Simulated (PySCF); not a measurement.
**SnH₅⁻: relaxation and vibrations of the singlet**

The task is one start of a wider search on SnH₅⁻: the singlet, from a square pyramidal start. It is relaxed, tested by its Hessian and followed downhill if it is a saddle.

The runs use PySCF 2.14.0; PBE0, basis Sn def2-TZVPD with ECP28, H def2-TZVPD, scalar-relativistic core potentials, no spin–orbit coupling, density fitting.

**1. The starting structure**

6 atoms, charge -1, spin multiplicity 1.

Bond lengths: Sn1–H2 1.720 Å, Sn1–H3 1.720 Å, Sn1–H4 1.720 Å, Sn1–H5 1.720 Å, Sn1–H6 1.720 Å. Angles: H2–Sn1–H3 102.0°, H2–Sn1–H4 102.0°, H2–Sn1–H5 102.0°, H2–Sn1–H6 102.0°, H3–Sn1–H4 87.5°, H3–Sn1–H5 156.0°, H3–Sn1–H6 87.5°, H4–Sn1–H5 87.5°, H4–Sn1–H6 156.0°, H5–Sn1–H6 87.5°.

Coordinates in bohr (charge -1 multiplicity 1):
```
Sn    0.0000    0.0000   -0.0044
H     0.0000    0.0000    3.2459
H     3.1793    0.0000   -0.6802
H     0.0000    3.1793   -0.6802
H    -3.1793    0.0000   -0.6802
H     0.0000   -3.1793   -0.6802
```

**2. Square pyramidal start, singlet: relaxation**

One driver script runs all steps and calls PySCF; scf.py shows how it sets up the SCF of each step. The optimiser is the driver's own. Before each start the driver seeks the lowest SCF state from one or more starting densities and follows internal instabilities, so scf.py alone need not reach the same state.

The program finds C4v symmetry in the start, which this walk keeps.

The input, scf.py:

```python
from pyscf import gto, scf, dft
mol = gto.M(atom='''
Sn     0.000000     0.000000    -0.002336
H     -0.000000    -0.000000     1.717664
H      1.682400     0.000000    -0.359936
H      0.000000     1.682400    -0.359936
H     -1.682400     0.000000    -0.359936
H     -0.000000    -1.682400    -0.359936''',
    basis={'Sn': 'def2-TZVPD', 'H': 'def2-TZVPD'},
    ecp={'Sn': 'def2-TZVPD'},
    charge=-1, spin=0)
mf = dft.RKS(mol, xc='PBE0')
mf.grids.atom_grid = (50, 194)
aux = {'Sn': 'def2-universal-JKFIT', 'H': 'def2-universal-JKFIT'}
mf = mf.density_fit(auxbasis=aux)
mf.kernel()
```

The runs that follow: Is it a minimum? Harmonic modes; Downhill along the imaginary mode; Vibrations and properties at this point.

Q: Predict the outcome of this session. Wanted: minimum; geometry; wavenumbers; dipole moment; highest occupied, lowest empty level; polar-tensor charge of Sn1; zero-point energy.

The runs gave:

| quantity | value |
| --- | --- |
| minimum | singlet, D3h |
| geometry | Sn–H 1.767 Å (×3), Sn–H 1.876 Å (×2); H–Sn–H 90.0° (×6), H–Sn–H 120.0° (×3), H–Sn–H 180.0° |
| wavenumbers (cm⁻¹) | 440 (e'), 724 (e'), 751 (a2''), 933 (e''), 1182 (a1'), 1316 (a2''), 1671 (e'), 1710 (a1') |
| dipole moment (centre of mass) | 0.00 D |
| highest occupied, lowest empty level | -0.36, 3.76 eV |
| polar-tensor charge of Sn1 | +1.53 e |
| zero-point energy | 74.8 kJ/mol |
| entropy at 298.15 K | 244.2 J/(mol K) |

**Reading.** From C4v at the start the molecule goes to a D3h minimum, after a stop at a saddle point 8.9 kJ/mol higher, from which it was pushed off along an imaginary mode. In the infrared the band at 1316 cm⁻¹ (a2'', stretch) leads. Other starts or spin states, not run here, may lie lower.
